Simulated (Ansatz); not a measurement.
# TaW17S36 (Tungstenite): the cost of one run

Method: DFT, PBE, plane-wave PAW, default files, scalar-relativistic, as far as a step names no other, in Ansatz 0.2.0.

The COD entry's cell or inner coordinates are ideal or old and differ from later refinements, so a difference from it is no clean test against experiment.

## (1) The starting structure

The structure is hexagonal, space group P-6m2 (No. 187). The conventional cell has a = 9.540 Å, b = 9.540 Å, c = 12.500 Å, α = 90.00°, β = 90.00°, γ = 120.00°. Around Ta (site symmetry -6m2) lie 6 S at 2.41 Å. Around W (site symmetry m) lie 6 S at 2.41 Å. Around W (site symmetry -6m2) lie 6 S at 2.41 Å. W (site symmetry mm2) has 6 S at 2.41 Å as nearest neighbours. S (site symmetry 3m) has 3 W at 2.41 Å as nearest neighbours. Only part of the 14 independent sites is listed.

Coordinates:

```
Ta W S
1.0
     9.54000    0.00000    0.00000
    -4.77000    8.26188    0.00000
     0.00000    0.00000   12.50000
Ta W S
1 17 36
Cartesian
  0.0000 1.8360 3.1250
  -1.5900 4.5899 3.1250
  -3.1800 7.3439 3.1250
  3.1800 1.8360 3.1250
  1.5900 4.5899 3.1250
  0.0000 7.3439 3.1250
  6.3600 1.8360 3.1250
  4.7700 4.5899 3.1250
  3.1800 7.3439 3.1250
  1.5900 0.9180 9.3750
  0.0000 3.6719 9.3750
  -1.5900 6.4259 9.3750
  4.7700 0.9180 9.3750
  3.1800 3.6719 9.3750
  1.5900 6.4259 9.3750
  7.9500 0.9180 9.3750
  6.3600 3.6719 9.3750
  4.7700 6.4259 9.3750
  0.0000 1.8360 7.8125
  -1.5900 4.5899 7.8125
  -3.1800 7.3439 7.8125
  3.1800 1.8360 7.8125
  1.5900 4.5899 7.8125
  0.0000 7.3439 7.8125
  6.3600 1.8360 7.8125
  4.7700 4.5899 7.8125
  3.1800 7.3439 7.8125
  1.5900 0.9180 1.5625
  0.0000 3.6719 1.5625
  -1.5900 6.4259 1.5625
  4.7700 0.9180 1.5625
  3.1800 3.6719 1.5625
  1.5900 6.4259 1.5625
  7.9500 0.9180 1.5625
  6.3600 3.6719 1.5625
  4.7700 6.4259 1.5625
  0.0000 1.8360 10.9375
  -1.5900 4.5899 10.9375
  -3.1800 7.3439 10.9375
  3.1800 1.8360 10.9375
  1.5900 4.5899 10.9375
  0.0000 7.3439 10.9375
  6.3600 1.8360 10.9375
  4.7700 4.5899 10.9375
  3.1800 7.3439 10.9375
  1.5900 0.9180 4.6875
  0.0000 3.6719 4.6875
  -1.5900 6.4259 4.6875
  4.7700 0.9180 4.6875
  3.1800 3.6719 4.6875
  1.5900 6.4259 4.6875
  7.9500 0.9180 4.6875
  6.3600 3.6719 4.6875
  4.7700 6.4259 4.6875
```

Atom 1 of the input is the impurity.

## (2) First run, atoms as given

The input, input.yaml:

```yaml
crystal:
  lattice:
    - [9.54, 0.0, 0.0]
    - [-4.77, 8.261882352, 0.0]
    - [0.0, 0.0, 12.5]
  atoms:
    - { symbol: Ta, position: [0.1111111111, 0.2222222222, 0.25] }
    - { symbol: W, position: [0.1111111111, 0.5555555556, 0.25] }
    - { symbol: W, position: [0.1111111111, 0.8888888889, 0.25] }
    - { symbol: W, position: [0.4444444444, 0.2222222222, 0.25] }
    - { symbol: W, position: [0.4444444444, 0.5555555556, 0.25] }
    - { symbol: W, position: [0.4444444444, 0.8888888889, 0.25] }
    - { symbol: W, position: [0.7777777778, 0.2222222222, 0.25] }
    - { symbol: W, position: [0.7777777778, 0.5555555556, 0.25] }
    - { symbol: W, position: [0.7777777778, 0.8888888889, 0.25] }
    - { symbol: W, position: [0.2222222222, 0.1111111111, 0.75] }
    - { symbol: W, position: [0.2222222222, 0.4444444444, 0.75] }
    - { symbol: W, position: [0.2222222222, 0.7777777778, 0.75] }
    - { symbol: W, position: [0.5555555556, 0.1111111111, 0.75] }
    - { symbol: W, position: [0.5555555556, 0.4444444444, 0.75] }
    - { symbol: W, position: [0.5555555556, 0.7777777778, 0.75] }
    - { symbol: W, position: [0.8888888889, 0.1111111111, 0.75] }
    - { symbol: W, position: [0.8888888889, 0.4444444444, 0.75] }
    - { symbol: W, position: [0.8888888889, 0.7777777778, 0.75] }
    - { symbol: S, position: [0.1111111111, 0.2222222222, 0.625] }
    - { symbol: S, position: [0.1111111111, 0.5555555556, 0.625] }
    - { symbol: S, position: [0.1111111111, 0.8888888889, 0.625] }
    - { symbol: S, position: [0.4444444444, 0.2222222222, 0.625] }
    - { symbol: S, position: [0.4444444444, 0.5555555556, 0.625] }
    - { symbol: S, position: [0.4444444444, 0.8888888889, 0.625] }
    - { symbol: S, position: [0.7777777778, 0.2222222222, 0.625] }
    - { symbol: S, position: [0.7777777778, 0.5555555556, 0.625] }
    - { symbol: S, position: [0.7777777778, 0.8888888889, 0.625] }
    - { symbol: S, position: [0.2222222222, 0.1111111111, 0.125] }
    - { symbol: S, position: [0.2222222222, 0.4444444444, 0.125] }
    - { symbol: S, position: [0.2222222222, 0.7777777778, 0.125] }
    - { symbol: S, position: [0.5555555556, 0.1111111111, 0.125] }
    - { symbol: S, position: [0.5555555556, 0.4444444444, 0.125] }
    - { symbol: S, position: [0.5555555556, 0.7777777778, 0.125] }
    - { symbol: S, position: [0.8888888889, 0.1111111111, 0.125] }
    - { symbol: S, position: [0.8888888889, 0.4444444444, 0.125] }
    - { symbol: S, position: [0.8888888889, 0.7777777778, 0.125] }
    - { symbol: S, position: [0.1111111111, 0.2222222222, 0.875] }
    - { symbol: S, position: [0.1111111111, 0.5555555556, 0.875] }
    - { symbol: S, position: [0.1111111111, 0.8888888889, 0.875] }
    - { symbol: S, position: [0.4444444444, 0.2222222222, 0.875] }
    - { symbol: S, position: [0.4444444444, 0.5555555556, 0.875] }
    - { symbol: S, position: [0.4444444444, 0.8888888889, 0.875] }
    - { symbol: S, position: [0.7777777778, 0.2222222222, 0.875] }
    - { symbol: S, position: [0.7777777778, 0.5555555556, 0.875] }
    - { symbol: S, position: [0.7777777778, 0.8888888889, 0.875] }
    - { symbol: S, position: [0.2222222222, 0.1111111111, 0.375] }
    - { symbol: S, position: [0.2222222222, 0.4444444444, 0.375] }
    - { symbol: S, position: [0.2222222222, 0.7777777778, 0.375] }
    - { symbol: S, position: [0.5555555556, 0.1111111111, 0.375] }
    - { symbol: S, position: [0.5555555556, 0.4444444444, 0.375] }
    - { symbol: S, position: [0.5555555556, 0.7777777778, 0.375] }
    - { symbol: S, position: [0.8888888889, 0.1111111111, 0.375] }
    - { symbol: S, position: [0.8888888889, 0.4444444444, 0.375] }
    - { symbol: S, position: [0.8888888889, 0.7777777778, 0.375] }
total_charge: 1
kpoints:
  mp_grid: { grid: [3, 3, 2] }
scf:
  occupations: { method: fermi_dirac, width: 0.01 }
hamiltonian:
  xc: pbe
  pseudopotentials: { kind: paw }
output:
  forces: true
  stress: true
  populations: true
  efg:
    quadrupole_moments_barn: { Ta: 3.17, S: -0.0694 }
    contact_densities: true
```

Launch:

```sh
> ansatz run input.yaml --threads 4 --pin off --max-ram 8192MiB --backend cpu --events-out ev --progress --plain --runs-dir out
```

**Question.** How long does this run take on 4 threads of Arm Neoverse V2, shared host, and how much memory does it need?

About 82 s, with a peak of 5.4 GiB.
